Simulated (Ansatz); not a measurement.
# F3GaH3P: a ladder of functionals and wavefunction methods

One table from this session's results is given with a row withheld; the runs are named, their logs left out.

Program: Ansatz 0.2.0, Gaussian basis. Level of theory: functionals in def2-TZVPP, the program's frozen cores in correlated methods. These are calculated values, not measurements.

The runs, in order: LDA (SPW92), PBE-D4, revPBE-D4, BLYP-D4, r2SCAN-D4, B97M-V, PBE0-D4, B3LYP-D4, r2SCANh-D4, r2SCAN0-D4, HSE06-D4, BHLYP-D4, CAM-B3LYP-D4, LC-ωPBE, ωB97X-V, ωB97M-V, B2PLYP, PBE-QIDH; CCSD(T)/def2-SVP; CCSD(T)/def2-TZVPP; MP2/def2-QZVPP; extrapolation to the limit; RPA on PBE.

### The geometry

All runs share one geometry, relaxed beforehand with PBE0-D4 in a triple-zeta def2 set.

8 atoms, charge 0, spin multiplicity 1.

Atoms are counted from 1 here; the program's logs count them from 0.

Bond lengths: F1–P2 1.568 Å, P2–F3 1.602 Å, P2–F4 1.565 Å, Ga5–H6 1.567 Å, Ga5–H7 1.577 Å, Ga5–H8 1.565 Å. Angles: F1–P2–F3 96.1°, F1–P2–F4 97.8°, F3–P2–F4 96.8°, H6–Ga5–H7 119.0°, H6–Ga5–H8 121.5°, H7–Ga5–H8 119.2°.

The first run:

in.yaml reads:

```yaml
crystal:
  periodic: [false, false, false]
  atoms:
    - {symbol: F, position_ang: [1.794798, -1.369223, 2.048663]}
    - {symbol: P, position_ang: [1.506915, -0.259992, 0.979021]}
    - {symbol: F, position_ang: [-0.051271, -0.589180, 0.808950]}
    - {symbol: F, position_ang: [2.001281, -1.046041, -0.280792]}
    - {symbol: Ga, position_ang: [-1.310603, 0.790284, -0.865374]}
    - {symbol: H, position_ang: [-2.279965, 1.420187, 0.191961]}
    - {symbol: H, position_ang: [0.084124, 1.477260, -1.128993]}
    - {symbol: H, position_ang: [-1.745279, -0.423295, -1.753425]}
basis:
  gaussian: {orbitals: def2-TZVPP}
hamiltonian: {xc: lda}
output: {orbitals: {seedname: orbitals}}
```

Started as:

```bash
ansatz run in.yaml --threads 4 --pin off --events-out ev --progress --plain --max-ram 10444MiB
```

Among the steps run: LDA; PBE-D4 (GGA); revPBE-D4 (GGA); BLYP-D4 (GGA); r2SCAN-D4 (meta-GGA); B97M-V (meta-GGA); PBE0-D4 (hybrid); B3LYP-D4 (hybrid); r2SCANh-D4 (hybrid); r2SCAN0-D4 (hybrid); HSE06-D4 (hybrid); BHLYP-D4 (hybrid); CAM-B3LYP-D4 (range-separated); LC-ωPBE (range-separated); ωB97X-V (range-separated); ωB97M-V (range-separated); B2PLYP (double hybrid); PBE-QIDH (double hybrid).

One table of the session follows, with a row left open; its other results are not shown here.

It belongs to the step «Frontier levels by functional». 

```
  functional  HOMO (eV)  gap (eV)
 LDA (SPW92)      -7.28      4.76
      PBE-D4      -7.20      5.01
   revPBE-D4      -7.16      5.11
     BLYP-D4      -7.11      5.01
   r2SCAN-D4      -7.54      5.62
      B97M-V      -7.62      5.54
     PBE0-D4          ?         ?
    B3LYP-D4      -8.28      6.68
  r2SCANh-D4      -8.00      6.38
  r2SCAN0-D4      -8.69      7.51
    HSE06-D4      -8.06      6.35
    BHLYP-D4      -9.67      9.16
CAM-B3LYP-D4      -9.87      9.49
     LC-ωPBE     -11.25     12.09
     ωB97X-V     -10.89     11.59
     ωB97M-V     -10.70     11.17
```

**Question.** Estimate the row for PBE0-D4.

**Answer.** HOMO (eV): -8.47; gap (eV): 7.12. In the column «HOMO (eV)» it lies between r2SCAN0-D4 (-8.69) and B3LYP-D4 (-8.28).
